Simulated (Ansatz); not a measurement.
# CH6NPSi: a ladder of functionals and wavefunction methods

How much do the methods differ for CH6NPSi? The plan is to run it at one geometry with functionals of several rungs and with coupled cluster. The yardstick is the atomisation energy at the CCSD(T) limit.

Computed with Ansatz 0.2.0, Gaussian basis. Level: functionals in def2-TZVPP, the program's frozen cores in correlated methods.

Plan: LDA (SPW92), PBE-D4, revPBE-D4, BLYP-D4, r2SCAN-D4, B97M-V, PBE0-D4, B3LYP-D4, r2SCANh-D4, r2SCAN0-D4, HSE06-D4, BHLYP-D4, CAM-B3LYP-D4, LC-ωPBE, ωB97X-V, ωB97M-V, B2PLYP, PBE-QIDH; CCSD(T)/def2-SVP; CCSD(T)/def2-TZVPP; MP2/def2-QZVPP; extrapolation to the limit; RPA on PBE.

## Step 1: The geometry

The geometry comes from an earlier relaxation with PBE0-D4 in a triple-zeta def2 set; it is a stationary point, not always the lowest conformer.

SMILES `P[SiH]1CN1`, 10 atoms, charge 0, spin multiplicity 1.

Atoms are counted from 1 here; the program's logs count them from 0.

Bond lengths: P1–Si2 2.235 Å, P1–H5 1.420 Å, P1–H6 1.422 Å, Si2–C3 1.830 Å, Si2–N4 1.724 Å, Si2–H7 1.484 Å, C3–N4 1.496 Å, C3–H8 1.090 Å, C3–H9 1.087 Å, N4–H10 1.009 Å. Angles: Si2–P1–H5 92.1°, Si2–P1–H6 93.1°, H5–P1–H6 93.8°, P1–Si2–C3 125.1°, P1–Si2–N4 120.4°, P1–Si2–H7 111.9°, C3–Si2–N4 49.7°, C3–Si2–H7 117.0°, N4–Si2–H7 119.6°, Si2–C3–N4 61.5°, Si2–C3–H8 117.6°, Si2–C3–H9 123.8°, N4–C3–H8 117.2°, N4–C3–H9 114.0°, H8–C3–H9 112.8°, Si2–N4–C3 68.9°, Si2–N4–H10 125.3°, C3–N4–H10 116.2°.

As a file:

```
P    -2.1265    0.9358   -0.0679
Si    0.0345    0.5483    0.3530
C     0.7770   -1.1046    0.6102
N     0.9677   -0.4337   -0.7135
H    -2.1916   -0.1361   -0.9962
H    -1.8384    1.9065   -1.0662
H     0.6775    1.6906    1.0490
H     1.6458   -1.1716    1.2644
H     0.2153   -2.0340    0.5584
H     1.9219   -0.2524   -0.9881
```

## Step 2: LDA

This LDA is Slater exchange with PW92 correlation.

The input, in.yaml:

```yaml
crystal:
  periodic: [false, false, false]
  atoms:
    - {symbol: P, position_ang: [-2.126542, 0.935780, -0.067871]}
    - {symbol: Si, position_ang: [0.034490, 0.548288, 0.352959]}
    - {symbol: C, position_ang: [0.777034, -1.104606, 0.610182]}
    - {symbol: N, position_ang: [0.967702, -0.433660, -0.713462]}
    - {symbol: H, position_ang: [-2.191647, -0.136113, -0.996217]}
    - {symbol: H, position_ang: [-1.838443, 1.906540, -1.066210]}
    - {symbol: H, position_ang: [0.677520, 1.690645, 1.049027]}
    - {symbol: H, position_ang: [1.645756, -1.171611, 1.264411]}
    - {symbol: H, position_ang: [0.215291, -2.034008, 0.558353]}
    - {symbol: H, position_ang: [1.921940, -0.252353, -0.988071]}
basis:
  gaussian: {orbitals: def2-TZVPP}
hamiltonian: {xc: lda}
output: {orbitals: {seedname: orbitals}}
```

On the command line:

```console
$ ansatz run in.yaml --threads 2 --pin off --events-out ev --progress --plain --max-ram 4352MiB
```

The runs that follow: PBE-D4 (GGA); revPBE-D4 (GGA); BLYP-D4 (GGA); r2SCAN-D4 (meta-GGA); B97M-V (meta-GGA); PBE0-D4 (hybrid); B3LYP-D4 (hybrid); r2SCANh-D4 (hybrid); r2SCAN0-D4 (hybrid); HSE06-D4 (hybrid); BHLYP-D4 (hybrid); CAM-B3LYP-D4 (range-separated); LC-ωPBE (range-separated); ωB97X-V (range-separated); ωB97M-V (range-separated); B2PLYP (double hybrid); PBE-QIDH (double hybrid); CCSD(T) in def2-SVP; CCSD(T) in def2-TZVPP; MP2 in def2-QZVPP; RPA on PBE orbitals.

**Question.** What will the summary of the whole plan be? Wanted: atomisation energy, CCSD(T)/CBS; farthest beyond LDA; mean size of error, GGA; mean size of error, meta-GGA; mean size of error, hybrid; mean size of error, range-separated; mean size of error, double hybrid; gap, smallest and largest; T1 diagnostic.

The runs gave:

| quantity | value |
| --- | --- |
| atomisation energy, CCSD(T)/CBS | 33.752 eV |
| functionals within 0.169 eV (0.5 %) | revPBE-D4, r2SCAN-D4, PBE0-D4, r2SCANh-D4, HSE06-D4 |
| farthest beyond LDA | BHLYP-D4 (-0.813 eV) |
| mean size of error, GGA | 0.312 eV |
| mean size of error, meta-GGA | 0.235 eV |
| mean size of error, hybrid | 0.315 eV |
| mean size of error, range-separated | 0.311 eV |
| mean size of error, double hybrid | 0.370 eV |
| gap, smallest and largest | 4.55 eV (BLYP-D4), 11.52 eV (LC-ωPBE) |
| T1 diagnostic | 0.0136 |
| triples share of the correlation energy | 4.3 % |

The LDA atomisation energy is off by 5.163 eV (15 %): it overbinds. PBE-D4 is off by +0.751 eV. Double hybrids carry the basis error of their MP2 part in triple zeta, and no dispersion term here, so their miss is partly the set-up's. By mean error the best rung here is meta-GGA (0.235 eV) and the worst beyond LDA is double hybrid (0.370 eV). The gap between the best rungs is small, so their order is not settled. Misses under about 0.169 eV are within the doubt on the reference itself, which lacks core-valence correlation, relativity and higher excitations. Hartree-Fock recovers 68 % of the binding; the rest is correlation. CCSD(T) in def2-SVP is off by -2.820 eV, more than most functionals: a good method in a small basis is no reference. The gap grows from 4.6 to 11.5 eV across the functionals, mostly with the share of exact exchange.
